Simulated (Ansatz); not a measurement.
# AlNH2Cl (SMILES [NH2][Al][Cl]): RPA@PBE/aug-cc-pVDZ

What is the electronic atomisation energy of AlNH2Cl at RPA@PBE/aug-cc-pVDZ? 

Program for the calculation: Ansatz 0.2.0.

71 further runs of the same task are left out: 71 set aside as unsound or not needed.

## Step 1: The molecule

The species is AlNH2Cl (5 atoms), meant as a doublet with charge 0. As SMILES, `[NH2][Al][Cl]`. The shape is that of a PBE0-D4/def2-TZVP optimisation. This is one conformer, not always the lowest.

Bond lengths: N1–Al2 1.765 Å, Al2–Cl3 2.116 Å, N1–H4 1.007 Å, N1–H5 1.009 Å. Angles: N1–Al2–Cl3 116.7°, Al2–N1–H4 124.9°, Al2–N1–H5 124.1°, H4–N1–H5 111.0°.

## Step 2: A single-point energy at RPA@PBE/aug-cc-pVDZ

Input file in.yaml:

```yaml
crystal:
  periodic: [false, false, false]
  atoms:
    - {symbol: "N", position_ang: [-0.549400, 0.461700, -0.232000]}
    - {symbol: Al, position_ang: [0.402600, -0.291600, 1.049100]}
    - {symbol: Cl, position_ang: [1.907000, -1.649700, 0.440800]}
    - {symbol: H, position_ang: [-1.293600, 1.123300, -0.083500]}
    - {symbol: H, position_ang: [-0.416600, 0.282700, -1.215900]}
basis:
  gaussian: {orbitals: aug-cc-pVDZ}
magnetization: {spin_polarized: true, initial_magnetization: 1}
hamiltonian: {xc: pbe}
correlation: {method: rpa, frozen_orbitals: {Al: 5, Cl: 5, H: 0, "N": 1}}
accuracy: high
```

Launch:

```bash
ansatz run in.yaml --threads 1 --pin off --max-ram 3480MiB --events-out events.jsonl --progress --plain --runs-dir runs
```

What it wrote:

```text
Warning: RAYON_NUM_THREADS=1 ignored (pool sized by the plan → 1); use --threads N
Functional definition: PBE
  name "PBE"
  parameter kappa = 0.804
  parameter beta = 0.06672455060314922
  exchange = pbe_x(kappa = kappa, mu = beta*pi^2/3)
  correlation = pbe_c(beta = beta)
1868 factors; integrals over basis functions are off by at most 3.7e-9 eV
mean field evaluation 1: about -20620.7973 eV, gradient 5.5e1 eV
mean field evaluation 2: about -20620.7973 eV, gradient 5.5e1 eV
mean field evaluation 4: about -20630.9933 eV, gradient 1.9e1 eV
mean field evaluation 8: about -20633.5609 eV, gradient 1.7e-1 eV
mean field evaluation 16: about -20633.5604 eV, gradient 7.8e-5 eV
mean field evaluation 32: about -20562.6857 eV, gradient 4.4e1 eV
mean field -20633.56044488 eV, -758.2693604197 hartree, gradient 5.3e-8 eV, S^2 0.752355; 0 other end points of the search recorded, 0 dependent functions left out
11 core orbitals not correlated: weight in the atoms' cores, before any rotation towards them, 1.000 or more for the frozen orbitals, at most 0.000 for the correlated occupied ones
reference -20601.89232822 eV, -757.1055785979 hartree; 9, 8 occupied and 75, 76 virtual orbitals, 1868 factors
Total energy: -20618.47068887 eV, -757.7148221146 hartree
```

Run time: 29 s. Hardware: 1 thread of Arm Neoverse N1, shared host; peak memory 0.39 GiB.

## Step 3: The Al atom at the same level

Input file input.yaml:

```yaml
crystal:
  periodic: [false, false, false]
  atoms:
    - {symbol: Al, position_ang: [0.000000, 0.000000, 0.000000]}
basis:
  gaussian: {orbitals: aug-cc-pVDZ}
magnetization: {spin_polarized: true, initial_magnetization: 1}
hamiltonian: {xc: pbe}
correlation: {method: rpa, frozen_orbitals: {Al: 5}}
accuracy: high
```

Run the same way, it converges to -241.95918 Eh (log not shown).

## Step 4: The Cl atom at the same level

Input file in.yaml:

```yaml
crystal:
  periodic: [false, false, false]
  atoms:
    - symbol: Cl
      position_ang: [0.000000, 0.000000, 0.000000]
basis:
  gaussian:
    orbitals: aug-cc-pVDZ
accuracy: high
hamiltonian:
  xc: {name: PBE}
magnetization:
  spin_polarized: true
  initial_magnetization: 1
correlation:
  method: rpa
  frozen_orbitals: {Cl: 5}
```

Run the same way, it converges to -459.68648 Eh (log not shown).

## Step 5: The H atom, same level

Input file job.yaml:

```yaml
basis:
  gaussian: {orbitals: aug-cc-pVDZ}
crystal:
  periodic: [false, false, false]
  atoms:
    - {symbol: H, position_ang: [0.000000, 0.000000, 0.000000]}
magnetization: {spin_polarized: true, initial_magnetization: 1}
hamiltonian: {xc: {name: PBE}}
correlation: {method: rpa, frozen_orbitals: {H: 0}}
accuracy: high
```

Launch:

```bash
ansatz run job.yaml --threads 1 --pin off --max-ram 3480MiB --events-out events.jsonl --progress --plain --runs-dir runs
```

What it wrote:

```text
Warning: RAYON_NUM_THREADS=1 ignored (pool sized by the plan → 1); use --threads N
[... 6 set-up lines as earlier in the session ...]
42 factors; integrals over basis functions are off by at most 4.4e-8 eV
mean field evaluation 1: about -13.5791 eV, gradient 6.4e-1 eV
mean field evaluation 2: about -13.5776 eV, gradient 6.7e-1 eV
mean field evaluation 4: about -13.5846 eV, gradient 2.0e-4 eV
mean field evaluation 8: about -13.5846 eV, gradient 4.3e-5 eV
mean field -13.58458341 eV, -0.4992242322 hartree, gradient 2.6e-9 eV, S^2 0.750000; 0 other end points of the search recorded, 0 dependent functions left out
reference -13.57624346 eV, -0.4989177447 hartree; 1, 0 occupied and 8, 9 virtual orbitals, 42 factors
Total energy: -14.01479670 eV, -0.5150342792 hartree
```

Wall time 0.26 s (1 thread of Arm Neoverse N1, shared host).

## Step 6: The N atom

Input file input.yaml:

```yaml
crystal:
  periodic: [false, false, false]
  atoms:
    - symbol: N
      position_ang: [0.000000, 0.000000, 0.000000]
basis:
  gaussian: {orbitals: aug-cc-pVDZ}
total_charge: 0
magnetization: {spin_polarized: true, initial_magnetization: 3}
hamiltonian: {xc: pbe}
correlation: {method: rpa, frozen_orbitals: {"N": 1}}
accuracy: high
```

Launch:

```bash
ansatz run input.yaml --threads 1 --pin off --max-ram 3480MiB --events-out events.jsonl --progress --plain --runs-dir runs
```

What it wrote:

```text
Warning: RAYON_NUM_THREADS=1 ignored (pool sized by the plan → 1); use --threads N
[... 6 set-up lines as earlier in the session ...]
194 factors; integrals over basis functions are off by at most 2.5e-9 eV
mean field evaluation 1: about -1483.2811 eV, gradient 8.1e0 eV
mean field evaluation 2: about -1483.2801 eV, gradient 8.1e0 eV
mean field evaluation 4: about -1483.6356 eV, gradient 8.3e-2 eV
mean field evaluation 8: about -1483.6355 eV, gradient 7.0e-5 eV
mean field -1483.63551862 eV, -54.5225996650 hartree, gradient 7.4e-10 eV, S^2 3.752379; 0 other end points of the search recorded, 0 dependent functions left out
1 core orbitals not correlated: weight in the atoms' cores, before any rotation towards them, 1.000 or more for the frozen orbitals, at most 0.000 for the correlated occupied ones
reference -1480.02897244 eV, -54.3900615375 hartree; 4, 1 occupied and 18, 21 virtual orbitals, 194 factors
Total energy: -1484.20620741 eV, -54.5435720911 hartree
```

Wall time 0.62 s (1 thread of Arm Neoverse N1, shared host).

## Step 7: What came out

At RPA@PBE/aug-cc-pVDZ, 11 core orbitals frozen:

| quantity | value |
| --- | --- |
| molecule: total energy | -757.71482 Eh |
| molecule: RPA correlation energy (valence) | -609.2 mEh |
| molecule: ⟨S²⟩ of the reference determinant | 0.752 |
| Al atom: total energy | -241.95918 Eh |
| Al atom: RPA correlation energy (valence) | -89.0 mEh |
| Al atom: ⟨S²⟩ of the reference determinant | 0.755 |
| Cl atom: total energy | -459.68648 Eh |
| Cl atom: RPA correlation energy (valence) | -219.2 mEh |
| Cl atom: ⟨S²⟩ of the reference determinant | 0.752 |
| H atom: total energy | -0.51503 Eh |
| H atom: RPA correlation energy | -16.1 mEh |
| H atom: ⟨S²⟩ of the reference determinant | 0.750 |
| N atom: total energy | -54.54357 Eh |
| N atom: RPA correlation energy (valence) | -153.5 mEh |
| N atom: ⟨S²⟩ of the reference determinant | 3.752 |
| electronic atomisation energy | 13.484 eV |

In words: Taking the molecule apart into free atoms costs 13.48 eV (311 kcal/mol), before zero-point energy and without spin-orbit coupling.
